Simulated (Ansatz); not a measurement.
Run this with Ansatz 0.2.0 through its Python package and show what comes out.

The script, `run_x2c.py`:
```python
"""BBr(+) with and without the spin-free two-component Hamiltonian."""

import warnings

import ansatz as az
import numpy as np

FUNCTIONAL = "b3lyp"
CHARGE = 1


def main() -> None:
    warnings.simplefilter("ignore", az.DeckWarning)

    geometry_ang = [
        ("B", (0.0, 0.0, 0.0)),
        ("Br", (0.0, 0.0, 2.03)),
    ]
    geometry = az.Crystal.molecule()
    for symbol, xyz in geometry_ang:
        geometry = geometry.atom(symbol, xyz)

    job = geometry.calculation().functional(FUNCTIONAL).charge(CHARGE).spin("collinear", total=1).forces()
    # a set contracted for a scalar-relativistic Hamiltonian goes with the relativistic run
    sets = {"none": "cc-pVTZ", "scalar": "cc-pVTZ-DK"}
    found = {kind: job.basis(gaussian=basis).pseudopotentials(relativity=kind).run(threads=1, backend="cpu").report for kind, basis in sets.items()}
    for kind, each in found.items():
        dipole = 4.803205 * np.linalg.norm(each["charge_distribution"]["dipole_moment_e_ang"])
        print(f"{kind:7s} E = {each['free_energy_ev']:.4f} eV  dipole {dipole:.3f} D  largest force component {np.abs(each['forces_ev_ang']).max():.4f} eV/A")
    print(f"relativity lowers the total energy by {found['none']['free_energy_ev'] - found['scalar']['free_energy_ev']:.3f} eV")


if __name__ == "__main__":
    main()
```

```console
$ python run_x2c.py
none    E = -70712.4316 eV  dipole 4.654 D  largest force component 4.1088 eV/A
scalar  E = -71585.7917 eV  dipole 4.624 D  largest force component 4.0940 eV/A
relativity lowers the total energy by 873.360 eV
```

Reading the output:
- Total energies depend on the basis set; only differences at equal settings carry meaning.
- The geometry is a force-field or estimated start, not a minimum of this method. The basis set changes with the Hamiltonian (a set recontracted for scalar relativity), and most of the change in the total lies in the cores.
- The species is open-shell (spin multiplicity 2).
- An ion's dipole depends on the origin; the program takes it about the centre of nuclear charge.
- b3lyp holds the VWN-RPA fit, as in Gaussian; the form of ORCA and Turbomole is b3lyp5.
- The spin state was assumed, and another may lie lower.
- Timing: 4.9 s on 1 thread of Arm Neoverse V2 (shared host), peak memory 0.2 GiB.
